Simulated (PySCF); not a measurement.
**C₆H₅N: field gradients at the nuclei**

Aim: the electric field gradients and quadrupole couplings of C₆H₅N at several levels. Each job file holds the settings and the coordinates that a driver script hands to the program.

Computed with PySCF 2.14.0, density-fitted response routines (the levels named in each step, unless a step's input says otherwise).

### 1 The structure to begin with

Bond lengths: N1–C2 1.147 Å, C2–C3 1.405 Å, C3–C4 1.351 Å, C4–C5 1.488 Å, C5–C6 1.493 Å, C3–C7 1.458 Å, C6–C7 1.338 Å, C4–H8 1.074 Å, C5–H9 1.090 Å, C5–H10 1.096 Å, C6–H11 1.074 Å, C7–H12 1.075 Å. Angles (14 of 19 angles, heavy atoms first): N1–C2–C3 179.6°, C2–C3–C4 126.6°, C2–C3–C7 124.1°, C4–C3–C7 109.3°, C3–C4–C5 109.1°, C4–C5–C6 103.0°, C5–C6–C7 109.9°, C3–C7–C6 108.7°, C3–C4–H8 127.0°, C5–C4–H8 124.0°, C4–C5–H9 111.8°, C4–C5–H10 111.6°, C6–C5–H9 112.0°, C6–C5–H10 111.9°.

As a file:

```xyz
12

N     2.8549    0.0337   -0.2237
C     1.7117   -0.0008   -0.1363
C     0.3107   -0.0339   -0.0297
C    -0.4848   -1.1144   -0.1884
C    -1.9026   -0.7071    0.0057
C    -1.7960    0.7532    0.2970
C    -0.5128    1.1298    0.2742
H    -0.1744   -2.1168   -0.4185
H    -2.3721   -1.2527    0.8243
H    -2.5040   -0.9027   -0.8891
H    -2.6508    1.3744    0.4905
H    -0.1114    2.1119    0.4446
```

### 2 Geometry, PBE0-D3(BJ)/def2-SVP

File job.txt:

```
{"job": {"xc": "PBE0", "basis": "def2-SVP", "d3": "d3bj", "grid": 2, "kind": "geom"}, "charge": 0, "multiplicity": 1}
N      2.854920     0.033660    -0.223710
C      1.711670    -0.000770    -0.136320
C      0.310740    -0.033940    -0.029710
C     -0.484790    -1.114420    -0.188440
C     -1.902650    -0.707150     0.005710
C     -1.795980     0.753250     0.297000
C     -0.512770     1.129840     0.274170
H     -0.174420    -2.116840    -0.418460
H     -2.372060    -1.252660     0.824260
H     -2.503950    -0.902730    -0.889130
H     -2.650780     1.374400     0.490540
H     -0.111430     2.111910     0.444560
```

Standard output:

```text
step   0  E = -285.80566285  max force = 0.032532
step   1  E = -285.80746845  max force = 0.005000
step   2  E = -285.80747602  max force = 0.004242
step   3  E = -285.80761767  max force = 0.000880
step   4  E = -285.80761302  max force = 0.001154
step   5  E = -285.80762301  max force = 0.000272
optimisation converged
```

It took 33 s on 4 threads of Intel Xeon Platinum 8488C (Sapphire Rapids), shared host; peak memory 0.65 GiB.

It ended at:

```xyz
12

N     2.8887    0.0166   -0.2263
C     1.7325   -0.0133   -0.1403
C     0.3111   -0.0324   -0.0314
C    -0.4853   -1.1205   -0.1917
C    -1.9022   -0.7039    0.0056
C    -1.8108    0.7587    0.2992
C    -0.5191    1.1420    0.2757
H    -0.1539   -2.1318   -0.4256
H    -2.3825   -1.2674    0.8278
H    -2.5162   -0.9129   -0.8910
H    -2.6715    1.3973    0.4987
H    -0.1224    2.1422    0.4498
```

### 3 Field gradients, PBE0/pcJ-2

File job.txt:

```
{"job": {"kind": "efgt", "xc": "PBE0", "basis": "pcJ-2"}, "charge": 0, "multiplicity": 1}
N      2.888725     0.016635    -0.226256
C      1.732525    -0.013333    -0.140290
C      0.311116    -0.032427    -0.031375
C     -0.485257    -1.120515    -0.191715
C     -1.902154    -0.703867     0.005595
C     -1.810783     0.758665     0.299196
C     -0.519126     1.141991     0.275669
H     -0.153930    -2.131808    -0.425644
H     -2.382500    -1.267373     0.827822
H     -2.516197    -0.912860    -0.890953
H     -2.671472     1.397268     0.498653
H     -0.122445     2.142173     0.449768
```

Standard output:

```text
coarse grid: 10680 points
cycle   1  E = -286.0670710937  dE =  1.095e+00  |g| = 4.737e-01  |ddm| = 2.456e+00
cycle   2  E = -285.9407437256  dE =  1.263e-01  |g| = 9.050e-01  |ddm| = 7.578e-01
cycle   3  E = -286.1150072936  dE = -1.743e-01  |g| = 1.665e-01  |ddm| = 5.046e-01
cycle   4  E = -286.1208797293  dE = -5.872e-03  |g| = 5.691e-02  |ddm| = 1.149e-01
cycle   5  E = -286.1216387558  dE = -7.590e-04  |g| = 1.229e-02  |ddm| = 3.729e-02
cycle   6  E = -286.1216712734  dE = -3.252e-05  |g| = 3.440e-03  |ddm| = 8.348e-03
cycle   7  E = -286.1216733021  dE = -2.029e-06  |g| = 1.830e-03  |ddm| = 2.755e-03
final grid: 147656 points
cycle   8  E = -286.1171928488  dE = -1.703e-04  |g| = 8.043e-03  |ddm| = 6.049e-02
cycle   9  E = -286.1171829322  dE =  9.917e-06  |g| = 9.806e-03  |ddm| = 1.020e-02
cycle  10  E = -286.1172062397  dE = -2.331e-05  |g| = 1.851e-03  |ddm| = 6.150e-03
cycle  11  E = -286.1172069264  dE = -6.868e-07  |g| = 9.132e-04  |ddm| = 1.631e-03
cycle  12  E = -286.1172071264  dE = -2.000e-07  |g| = 2.966e-04  |ddm| = 6.037e-04
cycle  13  E = -286.1172071420  dE = -1.559e-08  |g| = 1.250e-04  |ddm| = 1.857e-04
cycle  14  E = -286.1172071452  dE = -3.239e-09  |g| = 1.920e-05  |ddm| = 5.947e-05
cycle  15  E = -286.1172071453  dE = -7.196e-11  |g| = 7.017e-06  |ddm| = 1.432e-05
converged SCF energy = -286.1172071453

Field-gradient tensors (au): xx yy zz xy xz yz
  0 N    -0.93568    0.49913    0.43655   -0.02713    0.10402    0.01386
  1 C    -0.37623    0.19322    0.18300   -0.01488    0.04168    0.00272
  2 C     0.03937   -0.17981    0.14043   -0.05402   -0.00202   -0.06418
  3 C    -0.12141   -0.16639    0.28781   -0.03996    0.02607   -0.09455
  4 C    -0.00713    0.00074    0.00639   -0.04301   -0.00778    0.00252
  5 C    -0.20869   -0.04524    0.25393   -0.02914    0.03191   -0.06217
  6 C    -0.17830   -0.06386    0.24216   -0.09530    0.01473   -0.05794
  7 H    -0.09663    0.22515   -0.12852   -0.11528   -0.02776    0.08584
  8 H    -0.05690   -0.02760    0.08450    0.08601   -0.12983   -0.14993
  9 H    -0.00911   -0.11693    0.12604    0.03951    0.17887    0.06237
 10 H     0.12788    0.00726   -0.13513   -0.19262   -0.06159    0.04755
 11 H    -0.07818    0.21537   -0.13719    0.13841    0.02287    0.06380
```

Wall time 37 s (4 threads of Intel Xeon Platinum 8488C (Sapphire Rapids), shared host); peak memory 2.2 GiB.

### 4 Field gradients, PBE/def2-TZVPP

job.txt: that of step 3 with these lines changed.

```diff
@@ -1,2 +1,2 @@
-{"job": {"kind": "efgt", "xc": "PBE0", "basis": "pcJ-2"}, "charge": 0, "multiplicity": 1}
+{"job": {"kind": "efgt", "xc": "PBE", "basis": "def2-TZVPP"}, "charge": 0, "multiplicity": 1}
 N      2.888725     0.016635    -0.226256
```

Standard output:

```text
coarse grid: 10680 points
cycle   1  E = -286.0265958751  dE =  8.780e-01  |g| = 5.763e-01  |ddm| = 3.138e+00
cycle   2  E = -285.7655550506  dE =  2.610e-01  |g| = 1.201e+00  |ddm| = 3.912e+00
cycle   3  E = -286.0659606627  dE = -3.004e-01  |g| = 4.366e-01  |ddm| = 3.274e+00
cycle   4  E = -286.1086069507  dE = -4.265e-02  |g| = 8.935e-02  |ddm| = 4.393e-01
cycle   5  E = -286.1103391404  dE = -1.732e-03  |g| = 3.291e-02  |ddm| = 1.791e-01
cycle   6  E = -286.1105420694  dE = -2.029e-04  |g| = 1.877e-02  |ddm| = 5.882e-02
cycle   7  E = -286.1106347237  dE = -9.265e-05  |g| = 4.211e-03  |ddm| = 1.609e-02
cycle   8  E = -286.1106391417  dE = -4.418e-06  |g| = 1.051e-03  |ddm| = 4.564e-03
final grid: 147656 points
cycle   9  E = -286.0907627884  dE = -9.140e-05  |g| = 1.089e-02  |ddm| = 1.853e-01
cycle  10  E = -286.0907168395  dE =  4.595e-05  |g| = 1.735e-02  |ddm| = 3.872e-02
cycle  11  E = -286.0907837848  dE = -6.695e-05  |g| = 5.445e-03  |ddm| = 2.224e-02
cycle  12  E = -286.0907900645  dE = -6.280e-06  |g| = 1.949e-03  |ddm| = 4.835e-03
cycle  13  E = -286.0907908201  dE = -7.557e-07  |g| = 7.063e-04  |ddm| = 3.605e-03
cycle  14  E = -286.0907909385  dE = -1.184e-07  |g| = 2.869e-04  |ddm| = 1.295e-03
cycle  15  E = -286.0907909589  dE = -2.037e-08  |g| = 4.421e-05  |ddm| = 2.153e-04
cycle  16  E = -286.0907909592  dE = -2.931e-10  |g| = 2.915e-05  |ddm| = 5.466e-05
converged SCF energy = -286.0907909592

Field-gradient tensors (au): xx yy zz xy xz yz
  0 N    -0.89206    0.47161    0.42045   -0.02562    0.09960    0.01136
  1 C    -0.36598    0.19040    0.17558   -0.01490    0.04025    0.00373
  2 C     0.02637   -0.17626    0.14990   -0.05488   -0.00036   -0.06542
  3 C    -0.10648   -0.15998    0.26647   -0.03872    0.02334   -0.08865
  4 C    -0.01214   -0.00312    0.01526   -0.03888   -0.00577   -0.00059
  5 C    -0.20575   -0.04065    0.24641   -0.02719    0.03142   -0.05974
  6 C    -0.17608   -0.06647    0.24255   -0.09448    0.01478   -0.05868
  7 H    -0.09845    0.22994   -0.13149   -0.11766   -0.02838    0.08771
  8 H    -0.05785   -0.02844    0.08628    0.08800   -0.13174   -0.15244
  9 H    -0.00929   -0.11911    0.12840    0.04074    0.18189    0.06306
 10 H     0.13027    0.00739   -0.13765   -0.19650   -0.06279    0.04845
 11 H    -0.08022    0.21972   -0.13950    0.14129    0.02342    0.06498
```

Run time: 21 s. Hardware: 4 threads of Intel Xeon Platinum 8488C (Sapphire Rapids), shared host; peak memory 2.2 GiB.

### 5 Field gradients, B3LYP/def2-TZVPP

job.txt: that of step 4 with these lines changed.

```diff
@@ -1,2 +1,2 @@
-{"job": {"kind": "efgt", "xc": "PBE", "basis": "def2-TZVPP"}, "charge": 0, "multiplicity": 1}
+{"job": {"kind": "efgt", "xc": "B3LYP", "basis": "def2-TZVPP"}, "charge": 0, "multiplicity": 1}
 N      2.888725     0.016635    -0.226256
```

Standard output:

```text
coarse grid: 10680 points
cycle   1  E = -286.4021652584  dE =  1.045e+00  |g| = 5.098e-01  |ddm| = 3.053e+00
cycle   2  E = -286.2316539428  dE =  1.705e-01  |g| = 1.020e+00  |ddm| = 2.683e+00
cycle   3  E = -286.4562046751  dE = -2.246e-01  |g| = 2.088e-01  |ddm| = 2.065e+00
cycle   4  E = -286.4659214797  dE = -9.717e-03  |g| = 5.816e-02  |ddm| = 2.025e-01
cycle   5  E = -286.4667092049  dE = -7.877e-04  |g| = 1.515e-02  |ddm| = 9.201e-02
cycle   6  E = -286.4667614725  dE = -5.227e-05  |g| = 4.040e-03  |ddm| = 1.991e-02
cycle   7  E = -286.4667645111  dE = -3.039e-06  |g| = 1.913e-03  |ddm| = 3.750e-03
final grid: 147656 points
cycle   8  E = -286.4580911221  dE = -5.939e-05  |g| = 6.032e-03  |ddm| = 1.286e-01
cycle   9  E = -286.4580787442  dE =  1.238e-05  |g| = 9.120e-03  |ddm| = 1.208e-02
cycle  10  E = -286.4580996298  dE = -2.089e-05  |g| = 1.386e-03  |ddm| = 6.565e-03
cycle  11  E = -286.4581000599  dE = -4.302e-07  |g| = 5.271e-04  |ddm| = 1.353e-03
cycle  12  E = -286.4581001072  dE = -4.726e-08  |g| = 3.280e-04  |ddm| = 8.658e-04
cycle  13  E = -286.4581001286  dE = -2.145e-08  |g| = 7.039e-05  |ddm| = 4.430e-04
cycle  14  E = -286.4581001297  dE = -1.060e-09  |g| = 1.288e-05  |ddm| = 5.648e-05
cycle  15  E = -286.4581001297  dE = -3.820e-11  |g| = 2.663e-06  |ddm| = 1.385e-05
converged SCF energy = -286.4581001297

Field-gradient tensors (au): xx yy zz xy xz yz
  0 N    -0.96492    0.51612    0.44880   -0.02836    0.10708    0.01492
  1 C    -0.41821    0.21513    0.20308   -0.01639    0.04633    0.00316
  2 C     0.02918   -0.19661    0.16743   -0.05711    0.00049   -0.07337
  3 C    -0.13554   -0.17782    0.31336   -0.04294    0.02875   -0.10227
  4 C    -0.01120   -0.00356    0.01475   -0.04250   -0.00663   -0.00026
  5 C    -0.22528   -0.05538    0.28066   -0.03233    0.03481   -0.06988
  6 C    -0.19648   -0.07302    0.26949   -0.09833    0.01787   -0.06560
  7 H    -0.09625    0.22547   -0.12922   -0.11518   -0.02783    0.08605
  8 H    -0.05681   -0.02778    0.08459    0.08594   -0.12925   -0.14947
  9 H    -0.00920   -0.11673    0.12592    0.03961    0.17829    0.06192
 10 H     0.12822    0.00745   -0.13567   -0.19253   -0.06164    0.04769
 11 H    -0.07795    0.21563   -0.13768    0.13846    0.02282    0.06396
```

It took 18 s on 4 threads of Intel Xeon Platinum 8488C (Sapphire Rapids), shared host; peak memory 2.2 GiB.

### 6 Field gradients, CAM-B3LYP/def2-TZVPP

job.txt: that of step 5 with these lines changed.

```diff
@@ -1,2 +1,2 @@
-{"job": {"kind": "efgt", "xc": "B3LYP", "basis": "def2-TZVPP"}, "charge": 0, "multiplicity": 1}
+{"job": {"kind": "efgt", "xc": "CAM-B3LYP", "basis": "def2-TZVPP"}, "charge": 0, "multiplicity": 1}
 N      2.888725     0.016635    -0.226256
```

Standard output:

```text
coarse grid: 10680 points
cycle   1  E = -286.2384740480  dE =  1.279e+00  |g| = 4.945e-01  |ddm| = 3.009e+00
cycle   2  E = -286.1497987403  dE =  8.868e-02  |g| = 8.560e-01  |ddm| = 2.011e+00
cycle   3  E = -286.3017745186  dE = -1.520e-01  |g| = 7.077e-02  |ddm| = 1.314e+00
cycle   4  E = -286.3026889582  dE = -9.144e-04  |g| = 4.395e-02  |ddm| = 1.107e-01
cycle   5  E = -286.3031637248  dE = -4.748e-04  |g| = 8.155e-03  |ddm| = 4.627e-02
cycle   6  E = -286.3031779486  dE = -1.422e-05  |g| = 3.255e-03  |ddm| = 1.037e-02
cycle   7  E = -286.3031805587  dE = -2.610e-06  |g| = 1.164e-03  |ddm| = 3.708e-03
final grid: 147656 points
cycle   8  E = -286.2961033836  dE = -4.233e-05  |g| = 3.683e-03  |ddm| = 8.801e-02
cycle   9  E = -286.2961032472  dE =  1.364e-07  |g| = 3.719e-03  |ddm| = 7.252e-03
cycle  10  E = -286.2961065447  dE = -3.297e-06  |g| = 6.854e-04  |ddm| = 3.439e-03
cycle  11  E = -286.2961066167  dE = -7.203e-08  |g| = 4.002e-04  |ddm| = 1.152e-03
cycle  12  E = -286.2961066461  dE = -2.940e-08  |g| = 1.129e-04  |ddm| = 5.463e-04
cycle  13  E = -286.2961066489  dE = -2.819e-09  |g| = 3.585e-05  |ddm| = 9.116e-05
cycle  14  E = -286.2961066492  dE = -2.925e-10  |g| = 5.466e-06  |ddm| = 5.230e-05
converged SCF energy = -286.2961066492

Field-gradient tensors (au): xx yy zz xy xz yz
  0 N    -0.98063    0.52860    0.45203   -0.02923    0.10838    0.01696
  1 C    -0.42966    0.21831    0.21135   -0.01656    0.04789    0.00206
  2 C     0.03495   -0.20110    0.16615   -0.05649    0.00006   -0.07410
  3 C    -0.14581   -0.18565    0.33146   -0.04337    0.03101   -0.10783
  4 C    -0.00843   -0.00094    0.00937   -0.04590   -0.00802    0.00175
  5 C    -0.23087   -0.05978    0.29065   -0.03188    0.03620   -0.07303
  6 C    -0.19920   -0.07563    0.27483   -0.09977    0.01825   -0.06719
  7 H    -0.09697    0.22600   -0.12903   -0.11590   -0.02791    0.08618
  8 H    -0.05715   -0.02781    0.08496    0.08594   -0.12976   -0.15003
  9 H    -0.00937   -0.11711    0.12647    0.03945    0.17888    0.06220
 10 H     0.12831    0.00744   -0.13575   -0.19344   -0.06184    0.04779
 11 H    -0.07854    0.21661   -0.13807    0.13891    0.02293    0.06421
```

Wall time 20 s (4 threads of Intel Xeon Platinum 8488C (Sapphire Rapids), shared host); peak memory 2.2 GiB.

### 7 Field gradients, HF/def2-TZVPP

job.txt: that of step 6 with these lines changed.

```diff
@@ -1,2 +1,2 @@
-{"job": {"kind": "efgt", "xc": "CAM-B3LYP", "basis": "def2-TZVPP"}, "charge": 0, "multiplicity": 1}
+{"job": {"kind": "efgt", "xc": "HF", "basis": "def2-TZVPP"}, "charge": 0, "multiplicity": 1}
 N      2.888725     0.016635    -0.226256
```

Standard output:

```text
final grid: 147656 points
cycle   1  E = -284.5000664571  dE =  1.881e+00  |g| = 6.047e-01  |ddm| = 2.928e+00
cycle   2  E = -284.5763992439  dE = -7.633e-02  |g| = 4.769e-01  |ddm| = 9.164e-01
cycle   3  E = -284.6239231774  dE = -4.752e-02  |g| = 1.049e-01  |ddm| = 5.484e-01
cycle   4  E = -284.6277444801  dE = -3.821e-03  |g| = 2.476e-02  |ddm| = 1.672e-01
cycle   5  E = -284.6279543827  dE = -2.099e-04  |g| = 8.728e-03  |ddm| = 5.336e-02
cycle   6  E = -284.6279856291  dE = -3.125e-05  |g| = 3.194e-03  |ddm| = 2.383e-02
cycle   7  E = -284.6279912669  dE = -5.638e-06  |g| = 1.014e-03  |ddm| = 1.047e-02
cycle   8  E = -284.6279918311  dE = -5.642e-07  |g| = 3.305e-04  |ddm| = 2.695e-03
cycle   9  E = -284.6279919345  dE = -1.034e-07  |g| = 1.516e-04  |ddm| = 7.026e-04
cycle  10  E = -284.6279919633  dE = -2.884e-08  |g| = 8.345e-05  |ddm| = 3.382e-04
cycle  11  E = -284.6279919745  dE = -1.119e-08  |g| = 3.181e-05  |ddm| = 2.413e-04
cycle  12  E = -284.6279919762  dE = -1.634e-09  |g| = 1.210e-05  |ddm| = 8.880e-05
cycle  13  E = -284.6279919763  dE = -1.685e-10  |g| = 4.323e-06  |ddm| = 3.220e-05
converged SCF energy = -284.6279919763

Field-gradient tensors (au): xx yy zz xy xz yz
  0 N    -1.06927    0.59110    0.47816   -0.03225    0.11680    0.02486
  1 C    -0.50270    0.24854    0.25416   -0.01770    0.05696   -0.00070
  2 C     0.04114   -0.22116    0.18002   -0.05486    0.00113   -0.08152
  3 C    -0.20307   -0.21409    0.41716   -0.04874    0.04167   -0.13203
  4 C    -0.00026   -0.00480    0.00506   -0.04428   -0.00866    0.00173
  5 C    -0.25140   -0.08559    0.33699   -0.04092    0.03990   -0.08783
  6 C    -0.22771   -0.08376    0.31147   -0.10003    0.02355   -0.07687
  7 H    -0.09917    0.22971   -0.13054   -0.11781   -0.02827    0.08746
  8 H    -0.05867   -0.02813    0.08680    0.08730   -0.13302   -0.15372
  9 H    -0.00973   -0.11976    0.12949    0.03973    0.18303    0.06405
 10 H     0.13126    0.00772   -0.13898   -0.19704   -0.06310    0.04886
 11 H    -0.07929    0.22075   -0.14146    0.14136    0.02320    0.06562
```

It took 5.8 s on 4 threads of Intel Xeon Platinum 8488C (Sapphire Rapids), shared host; peak memory 2.2 GiB.

### 8 The levels side by side

Largest principal value Vzz, in atomic units:

| atom | PBE0/pcJ-2 | PBE/def2-TZVPP | B3LYP/def2-TZVPP | CAM-B3LYP/def2-TZVPP | HF/def2-TZVPP |
| --- | --- | --- | --- | --- | --- |
| N1 | -0.9441 | -0.9001 | -0.9736 | -0.9894 | -1.0787 |
| C2 | -0.3797 | -0.3694 | -0.4221 | -0.4336 | -0.5074 |
| C3 | -0.2039 | -0.2017 | -0.2233 | -0.2272 | -0.2471 |
| C4 | 0.3093 | 0.2865 | 0.3367 | 0.3561 | 0.4476 |
| C5 | -0.0467 | -0.0471 | -0.0504 | -0.0511 | -0.0473 |
| C6 | 0.2692 | 0.2611 | 0.2978 | 0.3085 | 0.3582 |
| C7 | 0.2552 | 0.2558 | 0.2844 | 0.2901 | 0.3291 |
| H8 | 0.2820 | 0.2880 | 0.2823 | 0.2832 | 0.2878 |
| H9 | 0.2641 | 0.2687 | 0.2633 | 0.2642 | 0.2703 |
| H10 | 0.2640 | 0.2686 | 0.2632 | 0.2641 | 0.2702 |
| H11 | 0.2838 | 0.2894 | 0.2841 | 0.2850 | 0.2908 |
| H12 | 0.2813 | 0.2870 | 0.2816 | 0.2827 | 0.2881 |
| CPU time | 90 s | 70 s | 50 s | 52 s | 18 s |

Couplings eQVzz/h in MHz (234.9647 × Q in barn × Vzz), with Q = 0.02044 (14N), 0.00285783 (2H):

| nucleus | PBE0/pcJ-2 | PBE/def2-TZVPP | B3LYP/def2-TZVPP | CAM-B3LYP/def2-TZVPP | HF/def2-TZVPP |
| --- | --- | --- | --- | --- | --- |
| 14N (atom 1) | -4.534 | -4.323 | -4.676 | -4.752 | -5.181 |
| 2H (atom 8) | 0.189 | 0.193 | 0.190 | 0.190 | 0.193 |
| 2H (atom 9) | 0.177 | 0.180 | 0.177 | 0.177 | 0.182 |
| 2H (atom 10) | 0.177 | 0.180 | 0.177 | 0.177 | 0.181 |
| 2H (atom 11) | 0.191 | 0.194 | 0.191 | 0.191 | 0.195 |
| 2H (atom 12) | 0.189 | 0.193 | 0.189 | 0.190 | 0.193 |

### 9 Summary of results

```
                            quantity       value
coupling of 14N (atom 1), PBE0/pcJ-2  -4.534 MHz
 coupling of 2H (atom 8), PBE0/pcJ-2   0.189 MHz
 coupling of 2H (atom 9), PBE0/pcJ-2   0.177 MHz
coupling of 2H (atom 10), PBE0/pcJ-2   0.177 MHz
coupling of 2H (atom 11), PBE0/pcJ-2   0.191 MHz
```

The largest coupling, that of 14N, runs from -5.181 (HF/def2-TZVPP) to -4.323 MHz (PBE/def2-TZVPP). The gradients are non-relativistic, at the equilibrium geometry and in principal axes; measured couplings hold vibrational averaging and refer to the inertial axes. The def2 sets are stiff near the nuclei, which limits their accuracy.
